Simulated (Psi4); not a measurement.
# InHCl2 (SMILES [Cl][InH][Cl]): HF/def2-TZVPP (core potential, sweep point 4)

Aim: a geometry optimisation of InHCl2. 

Program for the calculation: Psi4 1.11.

2 further runs of the same task are left out: 2 set aside as unsound or not needed.

## Step 1: The molecule

The species is InHCl2 (4 atoms), meant as a singlet with charge 0. SMILES: `[Cl][InH][Cl]`. Geometry: relaxed at PBE0-D4/def2-TZVP. The run starts from this shape.

Bond lengths: Cl1–In2 2.312 Å, In2–Cl3 2.312 Å, In2–H4 1.694 Å. Angles: Cl1–In2–Cl3 111.9°, Cl1–In2–H4 124.1°, Cl3–In2–H4 124.1°.

## Step 2: A structure relaxation at HF/def2-TZVPP (core potential, sweep point 4)

The input, cl2hin.in:

```
memory 1.6 GB

molecule m {
  0 1
  Cl    -3.41530203     1.33943788    -1.87574215
  In     0.28289200     0.24982179     0.18065782
  Cl     1.01667266    -4.05535226     0.03741658
  H      2.22080614     2.35195313     1.61930632
  units au
  symmetry c1
}

set globals {
  basis         def2-TZVPP
  puream        true
  scf_type      pk
  g_convergence gau_tight
  geom_maxiter  50
}

result, w = opt("scf", return_wfn=True)
```

The run is started by

```bash
$ psi4 -i cl2hin.in -o cl2hin.out -n 1
```

cl2hin.out:

```text
[...]
    !!!  WARNING: ECP capability is in beta. Please check occupations closely.  !!!
[...]
  Running in c1 symmetry.
[...]
  Nuclear repulsion =  214.953731256332560
[...]
  Multiplicity = 1
[...]
  Nalpha       = 28
  Nbeta        = 28
[...]
    Number of basis functions: 148
[...]
   @RHF iter   1: -1108.86624421578153   -1.35016e+00   2.75089e-03 DIIS/ADIIS
[...]
    !!!  WARNING: ECP capability is in beta. Please check occupations closely.  !!!
[...]
   @RHF iter   4: -1108.92457001724529   -7.04858e-12   3.06214e-09 DIIS
[...]
    Orbital Energies [Eh]
    ---------------------
    Doubly Occupied:
       1A   -104.817623     2A   -104.817621     3A    -10.546000
       4A    -10.545997     5A     -8.012568     6A     -8.012567
       7A     -8.011711     8A     -8.011710     9A     -8.011618
      10A     -8.011616    11A     -5.444413    12A     -3.706297
      13A     -3.699132    14A     -3.697227    15A     -1.117096
      16A     -1.115120    17A     -1.090068    18A     -1.088364
      19A     -1.086596    20A     -1.046271    21A     -1.027100
      22A     -0.587939    23A     -0.493556    24A     -0.487846
      25A     -0.468338    26A     -0.455091    27A     -0.449258
      28A     -0.442892
[...]
  @RHF Final Energy: -1108.92457001724529
   => Energetics <=
    Nuclear Repulsion Energy =            213.4929494500726150
    One-Electron Energy =               -2032.2317704103916185
    Two-Electron Energy =                 709.8142509430738301
    Total Energy =                      -1108.9245700172452871
[...]
 Multipole Moments:
 ------------------------------------------------------------------------------------
     Multipole            Electronic (a.u.)      Nuclear  (a.u.)        Total (a.u.)
 ------------------------------------------------------------------------------------
 L = 1.  Multiply by 2.5417464519 to convert [e a0] to [Debye]
 Dipole X            :         18.2082294          -17.5624962            0.6457332
 Dipole Y            :         19.7515467          -19.0510590            0.7004878
 Dipole Z            :         13.5149844          -13.0356883            0.4792961
 Magnitude           :                                                    1.0664798
[...]
  -Total Gradient:
     Atom            X                  Y                   Z
    ------   -----------------  -----------------  -----------------
       1        0.000000715503    -0.000000317001     0.000000382501
       2       -0.000000752674     0.000001195165    -0.000000288340
       3        0.000000106542    -0.000000644113    -0.000000024502
       4       -0.000000069370    -0.000000234068    -0.000000069660
[...]
    Final optimized geometry and variables:
    Molecular point group: c1
    Full point group: C1
    Geometry (in Bohr), charge = 0, multiplicity = 1:
    CL          -3.169321022286     1.732186409033    -1.654887734521
    IN           0.540208553816     0.585994966276     0.400967404946
    CL           1.322533380106    -3.735500965463     0.284117983310
    H            2.488514109764     2.699394184770     1.847081924371
    Psi4 run time: 0:03:53.72
[...]
```

The script printed:

```text
Optimizer: Optimization complete!
```

It took 3.9 min on 1 thread of Intel Xeon Platinum 8259CL at 2.50GHz (Skylake/Cascade Lake), shared host; peak memory 1.2 GiB.

The path in brief:

```
step  energy from the first frame kept (eV)  largest force (eV/Å)
   0                                 0.0000                0.2144
   1                                -0.0036                0.0547
   2                                -0.0033                0.0750
   3                                -0.0035                0.1216
   4                                -0.0041                0.0141
   5                                -0.0041                0.0011
   6                                -0.0041                0.0001
```

After the run. Bond lengths: Cl1–In2 2.325 Å, In2–Cl3 2.325 Å, In2–H4 1.703 Å. Angles: Cl1–In2–Cl3 113.2°, Cl1–In2–H4 123.4°, Cl3–In2–H4 123.4°.

## Step 3: Results

At HF/def2-TZVPP (core potential, sweep point 4):

| quantity | value |
| --- | --- |
| total energy at the end | -1108.92457 Eh |
| dipole moment | 2.71 D |
| HOMO energy | -12.05 eV |
| LUMO energy | 0.52 eV |
| HOMO–LUMO gap | 12.57 eV |

What this shows: At the final geometry: Bond lengths: Cl1–In2 2.325 Å, In2–Cl3 2.325 Å, In2–H4 1.703 Å. Angles: Cl1–In2–Cl3 113.2°, Cl1–In2–H4 123.4°, Cl3–In2–H4 123.4°. The optimisation took 7 steps and changed the energy by -0.004 eV.
